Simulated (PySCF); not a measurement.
# LuP10 (Lu(P5)2+): the cost of one run

The runs use PySCF 2.14.0; several levels, as the steps say, no spin–orbit coupling.

3 further runs of the same task are left out: 2 for a known fault of the program, 1 that didn't finish.

**1. Where the work starts**

11 atoms, charge 1, spin multiplicity 1.

Bond lengths: Lu1–P2 2.981 Å, Lu1–P3 3.046 Å, Lu1–P4 3.017 Å, Lu1–P5 2.935 Å, Lu1–P6 2.909 Å, Lu1–P7 2.981 Å, Lu1–P8 3.046 Å, Lu1–P9 3.017 Å, Lu1–P10 2.934 Å, Lu1–P11 2.909 Å, P2–P3 2.158 Å, P2–P6 2.164 Å, P3–P4 2.165 Å, P4–P5 2.160 Å, P5–P6 2.168 Å, P7–P8 2.158 Å, P7–P11 2.164 Å, P8–P9 2.165 Å and more. Angles: P2–Lu1–P3 42.0°, P2–Lu1–P4 71.3°, P2–Lu1–P5 72.5°, P2–Lu1–P6 43.1°, P2–Lu1–P7 155.3°, P2–Lu1–P8 114.7°, P2–Lu1–P9 95.1°, P2–Lu1–P10 111.7°, P2–Lu1–P11 153.1°, P3–Lu1–P4 41.8°, P3–Lu1–P5 71.6°, P3–Lu1–P6 72.0°, P3–Lu1–P7 114.6°, P3–Lu1–P8 80.4°, P3–Lu1–P9 85.0°, P3–Lu1–P10 124.0°, P3–Lu1–P11 152.2°, P4–Lu1–P5 42.5° and more.

Coordinates:

| atom | x (Å) | y (Å) | z (Å) |
| --- | --- | --- | --- |
| Lu1 | 0.4540 | 0.0017 | 0.0000 |
| P2 | -0.1829 | 1.8355 | 2.2623 |
| P3 | -1.8718 | 0.5441 | 1.8902 |
| P4 | -1.1908 | -1.5059 | 2.0311 |
| P5 | 0.9194 | -1.4772 | 2.4915 |
| P6 | 1.5503 | 0.5921 | 2.6290 |
| P7 | -0.1825 | -1.8368 | -2.2591 |
| P8 | -1.8717 | -0.5451 | -1.8892 |
| P9 | -1.1912 | 1.5048 | -2.0337 |
| P10 | 0.9191 | 1.4757 | -2.4941 |
| P11 | 1.5504 | -0.5937 | -2.6280 |

Formal oxidation states: Lu +3. Each metal's 14 4f electrons lie in its core potential, so multiplicities, spins and levels count the valence alone. An earlier session relaxed this geometry at BP86, Lu lcecp-1-SVP with ECP60, P def2-SVP (singlet, point group C2).

At BP86 on the finer grid: E = -3452.841600 Eh, HOMO -10.26 eV, LUMO -8.94 eV, Mulliken charge on Lu1 +0.51 e, largest force component 0.026 eV/Å. 

Levels to run: wB97X; BLYP; r2SCAN; HF; BP86, TZVP. Hardware: 4 threads of Arm Neoverse V1, shared host.

**2. wB97X**

Contents of run.py (the lines that set the calculation):

```python
mol = gto.M(atom='''
Lu     0.45398     0.00173     0.00000
P     -0.18292     1.83552     2.26230
P     -1.87183     0.54411     1.89020
P     -1.19084    -1.50593     2.03106
P      0.91941    -1.47718     2.49154
P      1.55033     0.59207     2.62900
P     -0.18254    -1.83683    -2.25915
P     -1.87172    -0.54506    -1.88917
P     -1.19117     1.50484    -2.03370
P      0.91914     1.47570    -2.49411
P      1.55040    -0.59367    -2.62800''',
    basis={'Lu': 'lcecp-1-SVP', 'P': 'def2-SVP'},
    ecp={'Lu': 'lcecp-1-SVP'},
    charge=1, spin=0)
mf = dft.RKS(mol, xc='WB97X')
mf.grids.atom_grid = (75, 302)  # f atoms: unpruned, at least (60, 302)
mf = mf.density_fit()  # fitting sets: Lu AutoAux, P def2-universal-JKFIT
mf.conv_tol = 1e-08; mf.max_cycle = 55
mf.kernel(dm0)  # dm0: the density of the relaxed state
```

Command:

```console
$ OMP_NUM_THREADS=4 python run.py
```

**Question.** How long does this run take on 4 threads of Arm Neoverse V1, shared host?

About 42 s.
